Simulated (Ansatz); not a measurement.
# Te6O: the cost of one run

Computed with Ansatz 0.2.0 (DFT PBE, scalar-relativistic, plane waves, PAW, unless a step's input says otherwise).

## 1. The system as given

The structure is cubic, space group Pm-3m (No. 221). The conventional cell has a = 7.069 Å, b = 7.069 Å, c = 7.069 Å, α = 90.00°, β = 90.00°, γ = 90.00°. Te (site symmetry 4mm) has 1 Te at 1.73 Å as nearest neighbours.

As a file:

```
Te O
1.0
     7.06948    0.00000    0.00000
     0.00000    7.06948    0.00000
     0.00000    0.00000    7.06948
Te O
6 1
Direct
  0.37781 0.00000 0.00000
  0.62219 0.00000 0.00000
  0.00000 0.37781 0.00000
  0.00000 0.62219 0.00000
  0.00000 0.00000 0.37781
  0.00000 0.00000 0.62219
  0.50000 0.50000 0.50000
```

Recipe of the guess: random cell by space group and Wyckoff sites (Pm-3m, No. 221). The dimensions are guesses.

## 2. A first look at the guess

Input file input.yaml:

```yaml
crystal:
  lattice:
    - [7.06947915, 0.0, 0.0]
    - [0.0, 7.06947915, 0.0]
    - [0.0, 0.0, 7.06947915]
  atoms:
    - { symbol: Te, position: [0.3778137, 0.0, 0.0] }
    - { symbol: Te, position: [0.6221863, 0.0, 0.0] }
    - { symbol: Te, position: [0.0, 0.3778137, 0.0] }
    - { symbol: Te, position: [0.0, 0.6221863, 0.0] }
    - { symbol: Te, position: [0.0, 0.0, 0.3778137] }
    - { symbol: Te, position: [0.0, 0.0, 0.6221863] }
    - { symbol: O, position: [0.5, 0.5, 0.5] }
basis:
  ecutwfc: 420
kpoints:
  mp_grid: { grid: [4, 4, 4] }
hamiltonian:
  xc: pbe
scf:
  occupations: { method: gaussian, width: 0.1 }
  lower_state_search: "off"
output:
  forces: true
  stress: true
  eigenvalues: true
```

On the command line:

```sh
> ansatz run input.yaml --threads 1 --pin off --max-ram 2048MiB --backend cpu --events-out ev --progress --plain --runs-dir out
```

What time and memory should one allow on 1 thread of Intel Xeon Platinum 8488C (Sapphire Rapids), shared host?

About 17 s, with a peak of 0.7 GiB.
